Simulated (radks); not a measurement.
# Sb³⁻ held by a Watson sphere

Aim: the size and levels of Sb³⁻ inside a shell of charge +3 and radius R, which stands for the Madelung well of a crystal, for several R.

Method: scalar-relativistic Kohn-Sham, LDA (Slater exchange, VWN5 correlation), spin-polarised, spherical densities, point nucleus. Code: radks (a radial shooting solver on a logarithmic mesh, Libxc functionals) version 1.

## (1) What is computed

```
element       : antimony (Z = 51)
charge        : -3
electrons     : 54
configuration : [Xe]
```

The outer shells:

Sb³⁻
```
[Kr] core
4d [↑↓][↑↓][↑↓][↑↓][↑↓]
5s [↑↓]
5p [↑↓][↑↓][↑↓]
```

## (2) R = 2.37 bohr

Input:

```text
Z 51
configuration [Xe]
relativity scalar-relativistic
functional lda,vwn5
spin polarised
nucleus point
c 137.035999084
watson charge 3 radius 2.37 bohr
response adiabatic LDA kernel
```

## (3) R = 2.93 bohr

Settings, as their differences from step 2:

```diff
@@ -7,3 +7,3 @@
 c 137.035999084
-watson charge 3 radius 2.37 bohr
+watson charge 3 radius 2.93 bohr
 response adiabatic LDA kernel
```

## (4) R = 3.6 bohr

Settings, as their differences from step 3:

```diff
@@ -7,3 +7,3 @@
 c 137.035999084
-watson charge 3 radius 2.93 bohr
+watson charge 3 radius 3.6 bohr
 response adiabatic LDA kernel
```

## (5) R = 3.81 bohr

Settings, as their differences from step 4:

```diff
@@ -7,3 +7,3 @@
 c 137.035999084
-watson charge 3 radius 3.6 bohr
+watson charge 3 radius 3.81 bohr
 response adiabatic LDA kernel
```

## (6) R = 3.88 bohr

Settings, as their differences from step 5:

```diff
@@ -7,3 +7,3 @@
 c 137.035999084
-watson charge 3 radius 3.81 bohr
+watson charge 3 radius 3.88 bohr
 response adiabatic LDA kernel
```

## (7) R = 4.36 bohr

Settings, as their differences from step 6:

```diff
@@ -7,3 +7,3 @@
 c 137.035999084
-watson charge 3 radius 3.88 bohr
+watson charge 3 radius 4.36 bohr
 response adiabatic LDA kernel
```

## (8) R = 4.8 bohr

Settings, as their differences from step 7:

```diff
@@ -7,3 +7,3 @@
 c 137.035999084
-watson charge 3 radius 4.36 bohr
+watson charge 3 radius 4.8 bohr
 response adiabatic LDA kernel
```

## (9) R = 5.38 bohr

Settings, as their differences from step 8:

```diff
@@ -7,3 +7,3 @@
 c 137.035999084
-watson charge 3 radius 4.8 bohr
+watson charge 3 radius 5.38 bohr
 response adiabatic LDA kernel
```

## (10) R = 5.43 bohr

Settings, as their differences from step 9:

```diff
@@ -7,3 +7,3 @@
 c 137.035999084
-watson charge 3 radius 5.38 bohr
+watson charge 3 radius 5.43 bohr
 response adiabatic LDA kernel
```

Q: Predict the outcome of this session. Wanted: for each run, R; highest level; its <r>; sum of <r²>; α.

**Answer**, as computed:

```csv
R (bohr),highest level (eV),its <r> (bohr),sum of <r²> (bohr²),α (bohr³)
2.37,-7.399,2.703,82.61,45.15
2.93,-6.532,2.923,92.23,62.39
3.6,-5.473,3.187,104.7,94.48
3.81,-5.165,3.268,108.7,107.7
3.88,-5.066,3.295,110.0,112.5
4.36,-4.436,3.476,119.6,151.3
4.8,-3.937,3.637,128.6,197.4
5.38,-3.386,3.843,141.2,277.2
5.43,-3.343,3.861,142.4,285.3
```

In words: From R = 2.37 to 5.43 bohr the top level moves from -7.399 to -3.343 eV and its mean radius from 2.70 to 3.86 bohr. A wider sphere makes a shallower well, so the ion swells. The polarisability goes from 45.2 to 285 bohr³. Response by self-consistent Sternheimer equations with the Hartree and adiabatic LDA kernel, the relativistic mass of each level held fixed and spin-orbit coupling left out. The sphere does not respond.
